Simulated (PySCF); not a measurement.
# Br5OW ([WOBr5]2-): the cost of one run

Computed with PySCF 2.14.0 and routines of our own; the level stands in each step. Atoms count from 0.

## 1. The system as given

7 atoms, charge -2, states of the metal's open shell are computed; geometry from: model start, shaken.

## 2. Relaxing the molecule at PBE0-D3(BJ)/def2-SVP

What the job is given:

```
{"job": {"xc": "PBE0", "basis": "def2-SVP", "d3": "d3bj", "grid": 1, "maxiter": 45, "solvent": "water", "kind": "geom"}, "charge": -2, "metal": "W", "open_shell": "d1"}
W      0.000020     0.004480    -0.004110
O     -0.013360    -0.006820     1.765130
Br     0.000900     0.020100    -2.487380
Br     2.470690     0.007350     0.005350
Br    -2.478420    -0.013960    -0.000440
Br     0.010430     2.459840    -0.006860
Br    -0.028520    -2.499340    -0.027630
```

Launch:

```bash
$ OMP_NUM_THREADS=1 python lf_run.py task.json out
```

One launch serves the whole session: the jobs run in the order shown.

Q: Estimate the wall time and peak memory of this first job on 1 thread of Arm Neoverse N1, shared host.

About 40 min, with a peak of 1.7 GiB.
